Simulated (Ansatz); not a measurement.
# C3H5AlCl2: small, medium and large basis sets

How large a basis does C3H5AlCl2 need? Two functionals are run in growing sets.

Program: Ansatz 0.2.0, Gaussian basis. Level of theory: one geometry, several basis sets. These are calculated values, not measurements.

Levels to be run: PBE0-D4/def2-SVP; ωB97M-V/def2-SVP; PBE0-D4/def2-QZVPP; ωB97M-V/def2-QZVPP; the functionals' def2-TZVPP values are taken from earlier runs.

**1. Structure used throughout**

All runs share one geometry, relaxed beforehand with PBE0-D4 in a triple-zeta def2 set.

SMILES `C=C[CH2][Al]([Cl])[Cl]`, 11 atoms, charge 0, spin multiplicity 1.

Atoms are counted from 1 here; the program's logs count them from 0.

Bond lengths: C1–C2 1.346 Å, C1–H7 1.086 Å, C1–H8 1.082 Å, C2–C3 1.486 Å, C2–H9 1.088 Å, C3–Al4 1.946 Å, C3–H10 1.090 Å, C3–H11 1.085 Å, Al4–Cl5 2.094 Å, Al4–Cl6 2.092 Å. Angles: C2–C1–H7 121.8°, C2–C1–H8 121.0°, H7–C1–H8 117.1°, C1–C2–C3 125.1°, C1–C2–H9 117.6°, C3–C2–H9 116.4°, C2–C3–Al4 83.1°, C2–C3–H10 113.9°, C2–C3–H11 114.2°, Al4–C3–H10 110.4°, Al4–C3–H11 120.4°, H10–C3–H11 112.0°, C3–Al4–Cl5 120.3°, C3–Al4–Cl6 121.5°, Cl5–Al4–Cl6 118.1°.

**2. PBE0-D4 in def2-SVP**

in.yaml

```yaml
crystal:
  periodic: [false, false, false]
  atoms:
    - {symbol: C, position_ang: [1.241128, -0.553350, -0.676559]}
    - {symbol: C, position_ang: [-0.037353, -0.875063, -0.407565]}
    - {symbol: C, position_ang: [-0.740009, -0.585738, 0.869424]}
    - {symbol: Al, position_ang: [-0.535915, 1.261364, 0.291180]}
    - {symbol: Cl, position_ang: [0.888830, 2.499700, 1.197412]}
    - {symbol: Cl, position_ang: [-1.800952, 2.102088, -1.148023]}
    - {symbol: H, position_ang: [1.920342, -0.208060, 0.097685]}
    - {symbol: H, position_ang: [1.649478, -0.677690, -1.671037]}
    - {symbol: H, position_ang: [-0.657182, -1.214827, -1.235181]}
    - {symbol: H, position_ang: [-0.136911, -0.773870, 1.757861]}
    - {symbol: H, position_ang: [-1.726158, -1.031455, 0.945403]}
basis:
  gaussian: {orbitals: def2-SVP}
hamiltonian: {xc: pbe0, dispersion: d4}
output: {orbitals: {seedname: orbitals}}
```

Run with:

```console
ansatz run in.yaml --threads 4 --pin off --events-out ev --progress --plain --max-ram 10444MiB
```

The runs that follow: ωB97M-V in def2-SVP; PBE0-D4 in def2-QZVPP; ωB97M-V in def2-QZVPP.

Before running them: what should the planned runs give, taken together? Wanted: PBE0-D4: double and triple zeta above quadruple; ωB97M-V: double and triple zeta above quadruple.

As calculated:

| quantity | value |
| --- | --- |
| PBE0-D4: double and triple zeta above quadruple | 15.51, 1.11 eV |
| ωB97M-V: double and triple zeta above quadruple | 15.52, 1.06 eV |

**Reading.** PBE0-D4 gains 14.39 eV from double to triple zeta, then 1.11 eV more. Total energies overstate the basis error of differences, where much of it tends to cancel.
